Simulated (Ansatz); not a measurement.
# GaBr4−: an energy map over bond length Br1–Ga2 and bond length Ga2–Br4

Aim: map the energy of Br4Ga, SMILES [Br][Ga-]([Br])([Br])[Br], charge −1 over two coordinates, and find its wells, ridges and stiffness.

Computed with Ansatz 0.2.0. Level: RHF/def2-SVPD.

**1. The system as given**

5 atoms, charge -1, spin multiplicity 1.

Atoms are counted from 1 here; the program's logs count them from 0.

Bond lengths: Br1–Ga2 2.383 Å, Ga2–Br3 2.383 Å, Ga2–Br4 2.383 Å, Ga2–Br5 2.383 Å. Angles: Br1–Ga2–Br3 109.5°, Br1–Ga2–Br4 109.5°, Br1–Ga2–Br5 109.5°, Br3–Ga2–Br4 109.5°, Br3–Ga2–Br5 109.5°, Br4–Ga2–Br5 109.5°.

Coordinates:

```xyz
5
charge -1, multiplicity 1
Br   -1.1049   -0.0969    2.1094
Ga   -0.0001   -0.0001    0.0000
Br    1.8450   -1.5086   -0.0004
Br   -1.5265   -0.6113   -1.7254
Br    0.7863    2.2166   -0.3837
```

This geometry comes from a loose relaxation at PBE in a small basis, which is not shown.

**3. The grid**

First coordinate, bond length Br1–Ga2: 7 values from 1.95 to 3.57 Å. Second coordinate, bond length Ga2–Br4: 7 values from 1.95 to 3.57 Å.

Nothing else is relaxed (all other coordinates rigid). Energies count from the relaxed molecule at the same level.

(The set-up runs are not shown.)

**4. The run at bond length Br1–Ga2 = 2.49 Å, bond length Ga2–Br4 = 2.49 Å**

Input file input.yaml:

```yaml
crystal:
  periodic: [false, false, false]
  atoms:
    - { symbol: Br, position_ang: [-1.104245, -0.096921, 2.107964] }
    - { symbol: Ga, position_ang: [0.051577, 0.004487, -0.098582] }
    - { symbol: Br, position_ang: [1.895335, -1.503083, -0.099022] }
    - { symbol: Br, position_ang: [-1.545106, -0.634884, -1.903258] }
    - { symbol: Br, position_ang: [0.837427, 2.219792, -0.482042] }
total_charge: -1
basis:
  gaussian: { orbitals: def2-SVPD }
hamiltonian:
  xc: hf
output:
  forces: true
```

Started as:

```bash
$ ansatz run input.yaml --threads 1 --pin off --max-ram 2560MiB --backend cpu --events-out ev --progress --plain --runs-dir out
```

The session goes on with these runs: the other points that were computed.

**Question.** What will these runs give? Wanted: lowest point; highest computed point; largest force on an atom.

The runs gave:

| quantity | value |
| --- | --- |
| lowest point | bond length Br1–Ga2 = 2.49 Å, bond length Ga2–Br4 = 2.49 Å, 0.12 eV |
| highest computed point | bond length Br1–Ga2 = 3.57 Å, bond length Ga2–Br4 = 3.57 Å, 4.09 eV above the lowest |
| largest force on an atom (eV/Å) | 1.0 at bond length Br1–Ga2 = 2.49 Å, bond length Ga2–Br4 = 2.49 Å to 12.0 at bond length Br1–Ga2 = 1.95 Å, bond length Ga2–Br4 = 1.95 Å; 1.0 at the lowest point |
| time for the whole task | 14 min on 1 thread, shared host |

**Reading.** The lowest computed point is at bond length Br1–Ga2 = 2.49 Å, bond length Ga2–Br4 = 2.49 Å, 0.12 eV from the relaxed molecule at the same level. The grid shows no well of another kind. The highest computed point, bond length Br1–Ga2 = 3.57 Å, bond length Ga2–Br4 = 3.57 Å, lies 4.09 eV above the lowest. Round the minimum the two coordinates are nearly uncoupled.
